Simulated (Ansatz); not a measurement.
# GaGe in Ansatz: the effect of functional

The system is GaGe.

```xyz
2
Lattice="0.0000 2.8587 2.8587 2.8587 0.0000 2.8587 2.8587 2.8587 0.0000" Properties=species:S:1:pos:R:3 pbc="T T T"
Ge    0.0000    0.0000    0.0000
Ga    1.4293    1.4293    1.4293
```

The cell comes from a database or a generator and needn't be the stable form of this composition.

The cell isn't the ideal one: volume scaled by 0.96.

Alike in all runs:

```yaml
Program: Ansatz 0.2.0
Task: single point
Potentials_or_basis: Ansatz PAW
k_mesh: 8 × 8 × 8
Occupations: fermi-dirac, width 0.05 eV
Spin: no spin polarisation
```

| functional | cutoff | pressure (GPa) |
| --- | --- | --- |
| LDA | 420 eV (not typed: the program's choice for these potentials) | ? |
| PBEsol | 420 eV (not typed: the program's choice for these potentials) | -0.4 |
| r2SCAN | 500 eV (not typed: the program's choice for these potentials) | 0.0 |

**Question.** What does the run with functional LDA give?

**Answer.** Pressure -2.3 GPa.

Caveats: the PAW data sets come from PBE, with cores solved anew for the run's functional, which leaves a small shift of forces and pressure.

Runs at the PBE level aren't shown here.
